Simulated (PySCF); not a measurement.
# H4S4V ([V(SH)4]-): the cost of one run

Programs: PySCF 2.14.0, with routines of our own; each step states its level. All values are computed. Atoms count from 0.

## Step 1: The starting structure

9 atoms, charge -1, states of the metal's open shell are computed; geometry from: model geometry, bond lengths from ionic radii.

## Step 2: Ligand-field states: state-averaged CASSCF in water

The job: settings as JSON, then the geometry in Å.

```
{"job": {"kind": "lf", "basis": {"metal": "x2c-TZVPall", "ligand": "x2c-SVPall"}, "nevpt": true, "solvent": "water"}, "charge": -1, "metal": "V", "open_shell": "d2"}
V      0.000000     0.000000     0.000000
S      1.304811     1.304811     1.304812
H      0.515768     2.382530     1.449150
S     -1.304811    -1.304811     1.304812
H     -0.515768    -2.382530     1.449150
S     -1.304811     1.304811    -1.304812
H     -2.382530     0.515768    -1.449150
S      1.304811    -1.304811    -1.304812
H      2.382530    -0.515768    -1.449150
```

With the program's defaults for keys left out, this is: state-averaged CASSCF of the metal d shell, SC-NEVPT2 on the averaged canonical orbitals, state-interaction spin-orbit coupling.

Launch:

```sh
$ OMP_NUM_THREADS=1 python lf_run.py task.json out
```

This one command runs all jobs of the session in turn.

Q: Estimate the wall time and peak memory of this first job on 1 thread of Arm Neoverse V1, shared host.

About 11 s, with a peak of 0.36 GiB.
